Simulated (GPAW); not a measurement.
Runs of GPAW 26.7.0 on Ti3Se. It takes space group P-6m2 (No. 187, hexagonal). Conventional cell: a = 3.197 Å, b = 3.197 Å, c = 7.943 Å, α = 90.00°, β = 90.00°, γ = 120.00°. Se (site symmetry -6m2) is surrounded by 6 Ti at 2.58 Å. Around Ti (site symmetry -6m2) lie 12 Ti at 2.85 to 3.20 Å. Ti (site symmetry 3m) has 3 Se at 2.58 Å and 3 Ti at 2.85 Å as nearest neighbours. The cell comes from a database or a generator and needn't be the stable form of this composition.

```csv
level,U,pressure (GPa),largest force (eV/Å)
PBEsol,-,(c),0.11
PBEsol+U,Ti d U = 1 eV,-3.6,(a)
PBEsol+U,Ti d U = 6 eV,2.3,0.24
PBEsol+U,Ti d U = 8 eV,5.0,0.31
PBEsol+U,Ti d U = 2 eV,(b),0.15
```

Alike in all rows: task band structure; potentials or basis PAW data sets generated in the run's folder for this functional, pw; no spin polarisation; cell as given; k mesh 7 × 7 × 3; cutoff (eV) 600; smearing fermi-dirac 0.05 eV.

Task: Fill in the values left out.

Result: (a) 0.13; (b) -2.5; (c) -4.6.

Caveats: U without spin polarisation on a metal has little footing (some runs).
